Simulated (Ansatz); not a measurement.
This script for Ansatz 0.2.0, Python API starts 8 runs on Br2GeH3N, SMILES [NH2][GeH]([Br])[Br]. What input does the engine get in each?

Script `br2geh3n.py`:
```python
'''Stretching a bond of Br2GeH3N, the rest held rigid.'''

import ansatz as az
from ase import Atoms
import numpy as np


def main() -> None:
    atoms = Atoms(['N', 'Ge', 'Br', 'Br', 'H', 'H', 'H'], positions=[
        (-0.2623, 1.1655, 0.332),
        (0.433, -0.4388, -0.1347),
        (1.0393, -1.5574, 1.7895),
        (-1.0587, -1.698, -1.2931),
        (-1.1677, 0.9992, 0.8607),
        (-0.629, 1.6675, -0.5726),
        (1.7066, -0.206, -1.0275),
    ])
    geometry = az.Crystal.molecule_from_ase(atoms)

    symbols = [site.symbol for site in geometry.cartesian_sites]
    start = np.array([site.position_ang for site in geometry.cartesian_sites])
    axis = (start[5] - start[0]) / np.linalg.norm(start[5] - start[0])
    moving = [5]
    lengths, energies = [0.966, 1.01, 1.054, 1.098, 1.142, 1.185, 1.229, 1.295], []
    for length in lengths:
        xyz = start.copy()
        xyz[moving] += (length - np.linalg.norm(start[5] - start[0])) * axis
        point = az.Crystal.molecule()
        for symbol, place in zip(symbols, xyz):
            point = point.atom(symbol, place.tolist())
        base = (
            point.calculation()
            .basis(gaussian='def2-SVP')
            .correlation('MP2')
        )
        r = base.run().report
        energies.append(r['free_energy_ev'])
        print(f'r = {length:6.3f} A  E = {energies[-1]:.5f} eV  <S^2> = {abs(r["mean_field"]["state"]["spin_squared"]):.3f}')

    # quartic fit about the minimum
    fit = np.polynomial.Polynomial.fit(lengths, np.array(energies) - min(energies), 4).convert()
    roots = [r.real for r in fit.deriv().roots() if abs(r.imag) < 1e-9 and fit.deriv(2)(r.real) > 0]
    r_e = min(roots, key=lambda r: abs(r - lengths[int(np.argmin(energies))]))
    print(f'minimum of the fit at {r_e:.4f} A, force constant {fit.deriv(2)(r_e):.2f} eV/A^2')


if __name__ == '__main__':
    main()
```

Run 1:
```yaml
crystal:
  periodic: [false, false, false]
  atoms:
    - { symbol: "N", position_ang: [-0.2623, 1.1655, 0.332] }
    - { symbol: Ge, position_ang: [0.433, -0.4388, -0.1347] }
    - { symbol: Br, position_ang: [1.0393, -1.5574, 1.7895] }
    - { symbol: Br, position_ang: [-1.0587, -1.698, -1.2931] }
    - { symbol: H, position_ang: [-1.1677, 0.9992, 0.8607] }
    - { symbol: H, position_ang: [-0.585026950369076, 1.6073023700171152, -0.4641243504332321] }
    - { symbol: H, position_ang: [1.7066, -0.206, -1.0275] }
basis:
  gaussian:
    orbitals: def2-SVP
correlation:
  method: mp2
```

Run 2, against run 1:
```diff
-    - { symbol: H, position_ang: [-0.585026950369076, 1.6073023700171152, -0.4641243504332321] }
+    - { symbol: H, position_ang: [-0.5997267286467566, 1.62742587341334, -0.5003867432065884] }
```

Run 3, against run 1:
```diff
-    - { symbol: H, position_ang: [-0.585026950369076, 1.6073023700171152, -0.4641243504332321] }
+    - { symbol: H, position_ang: [-0.614426506924437, 1.6475493768095648, -0.5366491359799448] }
```

Run 4, against run 1:
```diff
-    - { symbol: H, position_ang: [-0.585026950369076, 1.6073023700171152, -0.4641243504332321] }
+    - { symbol: H, position_ang: [-0.6291262852021176, 1.6676728802057894, -0.5729115287533011] }
```

Run 5, against run 1:
```diff
-    - { symbol: H, position_ang: [-0.585026950369076, 1.6073023700171152, -0.4641243504332321] }
+    - { symbol: H, position_ang: [-0.643826063479798, 1.687796383602014, -0.6091739215266573] }
```

Run 6, against run 1:
```diff
-    - { symbol: H, position_ang: [-0.585026950369076, 1.6073023700171152, -0.4641243504332321] }
+    - { symbol: H, position_ang: [-0.6581917558875312, 1.7074625346483248, -0.6446121690097102] }
```

Run 7, against run 1:
```diff
-    - { symbol: H, position_ang: [-0.585026950369076, 1.6073023700171152, -0.4641243504332321] }
+    - { symbol: H, position_ang: [-0.6728915341652117, 1.7275860380445494, -0.6808745617830666] }
```

Run 8, against run 1:
```diff
-    - { symbol: H, position_ang: [-0.585026950369076, 1.6073023700171152, -0.4641243504332321] }
+    - { symbol: H, position_ang: [-0.6949412015817324, 1.7577712931388865, -0.7352681509431009] }
```

Running `python br2geh3n.py` prints:
```text
r =  0.966 A  E = -198001.40599 eV  <S^2> = 0.000
r =  1.010 A  E = -198001.48794 eV  <S^2> = 0.000
r =  1.054 A  E = -198001.47585 eV  <S^2> = 0.000
r =  1.098 A  E = -198001.39269 eV  <S^2> = 0.000
r =  1.142 A  E = -198001.25633 eV  <S^2> = 0.000
r =  1.185 A  E = -198001.08504 eV  <S^2> = 0.000
r =  1.229 A  E = -198000.88158 eV  <S^2> = 0.000
r =  1.295 A  E = -198000.54103 eV  <S^2> = 0.000
minimum of the fit at 1.0254 A, force constant 43.85 eV/A^2
```

What to keep in mind:
- These settings explore the input space; basis and method may be short of convergence.
- The rest of the molecule is held rigid at a force-field or estimated start geometry, and the basis set is modest; single-reference methods fail as a bond breaks.
- The orbitals are restricted, so S² is zero by construction.
- S² is that of the Hartree-Fock reference.
- Run time: 45 s on 1 thread of Intel(R) Xeon(R) Platinum 8259CL CPU @ 2.50GHz (Skylake/Cascade Lake), with other jobs on the host, peak memory 0.41 GiB.

(Lines on the test bed's own set-up are left out of the output.)
